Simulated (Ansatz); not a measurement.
# CH₇NOSSi: small, medium and large basis sets

Aim: see how fast density functionals converge with the basis set for CH₇NOSSi.

Program: Ansatz 0.2.0, Gaussian basis. Level of theory: one geometry, several basis sets. These are calculated values, not measurements.

The runs, in order: PBE0-D4/def2-SVP; ωB97M-V/def2-SVP; PBE0-D4/def2-QZVPP; ωB97M-V/def2-QZVPP; the functionals' def2-TZVPP values are taken from earlier runs.

## 1. The geometry

An earlier PBE0-D4 in a triple-zeta def2 set relaxation fixed the geometry.

12 atoms, charge 0, spin multiplicity 1.

Atoms are counted from 1 here; the program's logs count them from 0.

Bond lengths: C1–Si2 1.858 Å, C1–H6 1.093 Å, C1–H7 1.092 Å, C1–H8 1.094 Å, Si2–N3 1.711 Å, Si2–O4 1.645 Å, Si2–S5 2.143 Å, N3–H9 1.006 Å, N3–H10 1.007 Å, O4–H11 0.959 Å, S5–H12 1.343 Å. Angles: Si2–C1–H6 111.6°, Si2–C1–H7 109.8°, Si2–C1–H8 110.9°, H6–C1–H7 107.9°, H6–C1–H8 108.3°, H7–C1–H8 108.2°, C1–Si2–N3 107.3°, C1–Si2–O4 112.7°, C1–Si2–S5 111.9°, N3–Si2–O4 110.6°, N3–Si2–S5 114.2°, O4–Si2–S5 100.1°, Si2–N3–H9 120.4°, Si2–N3–H10 121.2°, H9–N3–H10 111.7°, Si2–O4–H11 115.0°, Si2–S5–H12 93.6°.

## 2. PBE0-D4 in def2-SVP

in.yaml

```yaml
crystal:
  periodic: [false, false, false]
  atoms:
    - {symbol: C, position_ang: [-1.271006, 0.723512, -0.392964]}
    - {symbol: Si, position_ang: [0.211689, -0.053048, 0.412750]}
    - {symbol: N, position_ang: [0.742385, -1.319040, -0.608944]}
    - {symbol: O, position_ang: [-0.111564, -0.624622, 1.920983]}
    - {symbol: S, position_ang: [1.721639, 1.395208, 0.876460]}
    - {symbol: H, position_ang: [-1.004799, 1.227944, -1.325103]}
    - {symbol: H, position_ang: [-1.709073, 1.465397, 0.277392]}
    - {symbol: H, position_ang: [-2.033628, -0.028468, -0.615102]}
    - {symbol: H, position_ang: [0.403761, -1.386061, -1.554242]}
    - {symbol: H, position_ang: [1.664354, -1.713335, -0.515657]}
    - {symbol: H, position_ang: [-0.380730, -1.543980, 1.956830]}
    - {symbol: H, position_ang: [1.844070, 1.801494, -0.398202]}
basis:
  gaussian: {orbitals: def2-SVP}
hamiltonian: {xc: pbe0, dispersion: d4}
output: {orbitals: {seedname: orbitals}}
```

Started as:

```console
$ ansatz run in.yaml --threads 4 --pin off --events-out ev --progress --plain --max-ram 10444MiB
```

After this run come: ωB97M-V in def2-SVP; PBE0-D4 in def2-QZVPP; ωB97M-V in def2-QZVPP.

**Question.** What will the summary of the whole plan be? Wanted: PBE0-D4: double and triple zeta above quadruple; ωB97M-V: double and triple zeta above quadruple.

**Answer**, as computed:

| quantity | value |
| --- | --- |
| PBE0-D4: double and triple zeta above quadruple | 13.43, 0.90 eV |
| ωB97M-V: double and triple zeta above quadruple | 13.57, 0.85 eV |

PBE0-D4 gains 12.53 eV from double to triple zeta, then 0.90 eV more. Total energies overstate the basis error of differences, where much of it tends to cancel. The LUMO of ωB97M-V is positive and keeps falling with the basis (2.77 to 1.26 eV): an unbound level that the basis holds in place.
